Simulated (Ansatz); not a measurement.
# C3H11BSi: a ladder of functionals and wavefunction methods

The task here is to estimate one member of a computed series from the others.

The runs use Ansatz 0.2.0, Gaussian basis; functionals in def2-TZVPP, the program's frozen cores in correlated methods.

Plan: PBE-D4, r2SCAN-D4, PBE0-D4, B3LYP-D4, ωB97X-V, ωB97M-V, B2PLYP; CCSD(T)/def2-TZVPP; MP2/def2-QZVPP; extrapolation to the limit.

### The relaxed structure

An earlier PBE0-D4 in a triple-zeta def2 set relaxation fixed the geometry.

16 atoms, charge 0, spin multiplicity 1.

Atoms are counted from 1 here; the program's logs count them from 0.

Bond lengths: C1–B2 1.554 Å, C1–H6 1.094 Å, C1–H7 1.104 Å, C1–H8 1.091 Å, B2–Si3 2.020 Å, B2–H9 1.202 Å, Si3–C4 1.885 Å, Si3–H10 1.498 Å, Si3–H11 1.495 Å, C4–C5 1.526 Å, C4–H12 1.095 Å, C4–H13 1.096 Å, C5–H14 1.093 Å, C5–H15 1.093 Å, C5–H16 1.094 Å. Angles: B2–C1–H6 113.7°, B2–C1–H7 103.8°, B2–C1–H8 116.7°, H6–C1–H7 104.6°, H6–C1–H8 109.9°, H7–C1–H8 106.8°, C1–B2–Si3 124.8°, C1–B2–H9 117.4°, Si3–B2–H9 117.6°, B2–Si3–C4 114.5°, B2–Si3–H10 106.8°, B2–Si3–H11 110.1°, C4–Si3–H10 109.8°, C4–Si3–H11 108.9°, H10–Si3–H11 106.4°, Si3–C4–C5 112.9°, Si3–C4–H12 108.8°, Si3–C4–H13 108.3° and more.

The first run:

Contents of in.yaml:

```yaml
crystal:
  periodic: [false, false, false]
  atoms:
    - {symbol: C, position_ang: [-0.067641, 2.263873, 0.242190]}
    - {symbol: B, position_ang: [0.769163, 1.239358, 1.057311]}
    - {symbol: Si, position_ang: [1.159389, -0.654514, 0.473642]}
    - {symbol: C, position_ang: [0.048572, -1.289738, -0.910393]}
    - {symbol: C, position_ang: [-1.411370, -1.422597, -0.486070]}
    - {symbol: H, position_ang: [-0.635754, 2.961253, 0.864669]}
    - {symbol: H, position_ang: [0.693351, 2.890418, -0.255399]}
    - {symbol: H, position_ang: [-0.707804, 1.860172, -0.543777]}
    - {symbol: H, position_ang: [1.296030, 1.631189, 2.064386]}
    - {symbol: H, position_ang: [2.589938, -0.685076, 0.030324]}
    - {symbol: H, position_ang: [1.058847, -1.583630, 1.641034]}
    - {symbol: H, position_ang: [0.432133, -2.254791, -1.256646]}
    - {symbol: H, position_ang: [0.137103, -0.606808, -1.762836]}
    - {symbol: H, position_ang: [-2.041890, -1.778320, -1.305294]}
    - {symbol: H, position_ang: [-1.520940, -2.127780, 0.342126]}
    - {symbol: H, position_ang: [-1.822026, -0.465711, -0.150967]}
basis:
  gaussian: {orbitals: def2-TZVPP}
hamiltonian: {xc: pbe, dispersion: d4}
output: {forces: true, orbitals: {seedname: orbitals}}
```

The run is started by

```
> ansatz run in.yaml --threads 4 --pin off --events-out ev --progress --plain --max-ram 10444MiB
```

Steps of the session up to this table: PBE-D4 (GGA); r2SCAN-D4 (meta-GGA); PBE0-D4 (hybrid); B3LYP-D4 (hybrid); ωB97X-V (range-separated); ωB97M-V (range-separated); B2PLYP (double hybrid); CCSD(T) in def2-TZVPP; MP2 in def2-QZVPP.

One table of the session follows, with a row left open; its other results are not shown here.

| method | atomisation energy (kJ/mol) |
| --- | --- |
| PBE-D4 | 5876.9 |
| r2SCAN-D4 | 5841.4 |
| PBE0-D4 | 5840.9 |
| B3LYP-D4 | 5836.4 |
| ωB97X-V | 5840.5 |
| ωB97M-V | 5837.5 |
| B2PLYP | 5765.9 |
| HF/def2-TZVPP | 4498.8 |
| MP2/def2-TZVPP | 5713.1 |
| CCSD/def2-TZVPP | 5638.7 |
| CCSD(T)/def2-TZVPP | 5694.0 |
| MP2/CBS | ? |
| CCSD(T)/CBS | 5811.9 |

Q: Estimate the row for MP2/CBS from the others.

**Answer.** atomisation energy (kJ/mol): 5831.0. In the column «atomisation energy (kJ/mol)» it lies between CCSD(T)/CBS (5811.9) and B3LYP-D4 (5836.4).

To keep in mind: Free atoms (3 C, 1 B, 1 Si, 11 H) were run apart at each level; the atomisation energy is their sum less the molecule, without zero-point or spin-orbit terms.
